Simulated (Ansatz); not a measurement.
# Al: response to a shear that moves c along a

An exercise on one series of results from a longer session: the logs are not shown, and one member is left open.

Program: Ansatz 0.2.0. Level of theory: DFT PBEsol+D3(BJ), scalar-relativistic, plane waves, PAW. These are calculated values, not measurements.

2 further runs of the same task are left out: 2 set aside as unsound or not needed.

## The starting structure

The structure is hexagonal, space group P6_3/mmc (No. 194). Conventional cell: a = 2.801 Å, b = 2.801 Å, c = 9.193 Å, α = 90.00°, β = 90.00°, γ = 120.00°. Around Al (site symmetry -3m) lie 12 Al at 2.80 to 2.81 Å. Around Al (site symmetry -6m2) lie 12 Al at 2.80 to 2.81 Å.

As a file:

```cif
data_structure
_symmetry_space_group_name_H-M 'P 1'
_symmetry_Int_Tables_number 1
_cell_length_a 2.8011
_cell_length_b 2.8011
_cell_length_c 9.1928
_cell_angle_alpha 90.000
_cell_angle_beta 90.000
_cell_angle_gamma 120.000
_cell_volume 62.47
loop_
_atom_site_label
_atom_site_type_symbol
_atom_site_fract_x
_atom_site_fract_y
_atom_site_fract_z
_atom_site_occupancy
Al1 Al 0.00000 0.00000 0.00000 1
Al2 Al 0.33333 0.66667 0.25000 1
Al3 Al 0.00000 0.00000 0.50000 1
Al4 Al 0.66667 0.33333 0.75000 1
```

It goes back to an entry of the Materials Project, which need not be the stable form.

This cell was relaxed beforehand with the same method: volume 15.62 Å³/atom, gap on the mesh none (metal).

The unstrained cell comes from an earlier run at this level (4 atoms, E(σ→0) -2099.4604 eV, gap none (metal)).

Set-up of the first run:

File input.yaml:

```yaml
crystal:
  lattice:
    - [2.8011182721, 0.0, 0.0]
    - [-1.400559136, 2.4258395826, 0.0]
    - [0.0919282822, 0.0, 9.1928282165]
  atoms:
    - { symbol: Al, position: [0.0, 0.0, 0.0] }
    - { symbol: Al, position: [0.3333333333, 0.6666666667, 0.25] }
    - { symbol: Al, position: [0.0, 0.0, 0.5] }
    - { symbol: Al, position: [0.6666666667, 0.3333333333, 0.75] }
basis:
  ecutwfc: 420
kpoints:
  mp_grid: { grid: [24, 24, 6] }
hamiltonian:
  xc: pbesol
  dispersion: d3bj
scf:
  occupations: { method: gaussian, width: 0.1 }
output:
  forces: true
  stress: true
  eigenvalues: true
relax:
  adjacent_minimum: "off"
  f_tol: 0.008
  max_steps: 40
```

On the command line:

```console
ansatz run input.yaml --threads 1 --pin off --max-ram 2560MiB --backend cpu --events-out ev --progress --plain --runs-dir out
```

Among the steps run: The cell strained by +1.0 %; Strain +2.0 %; The cell strained by +3.0 %; At +4.0 %; The cell strained by +6.0 %.

One of the session's tables, all rows but one given; the rest of the session is left out.

It belongs to the step «Energy and stress against strain (a metal throughout)». Lengths are those of the vectors of the cell that was run; stresses in GPa:

| strain (%) | ΔE (meV/atom) |
| --- | --- |
| +0.0 | 0.0 |
| +1.0 | ? |
| +2.0 | 0.6 |
| +3.0 | 1.4 |
| +4.0 | 2.6 |
| +6.0 | 6.0 |

**Question.** Estimate the row for strain (%) = +1.0.

Worked estimate for «ΔE (meV/atom)». A straight line through the neighbours (0.0, 0.0) and (2.0, 0.6) gives 0.0 + (0.6 − 0.0) × (1.0 − 0.0) / (2.0 − 0.0) = 0.3; a parabola fitted to 3 rows on both sides gives 0.1.

**Answer.** ΔE (meV/atom): 0.1. In «ΔE (meV/atom)» the line misses by +0.2 and the parabola by 0.0.

ΔE is over the unstrained cell. Stress in GPa, positive in compression, on the Cartesian axes of the input. 

To keep in mind: Warnings in the runs' records: stress scf threshold loose.
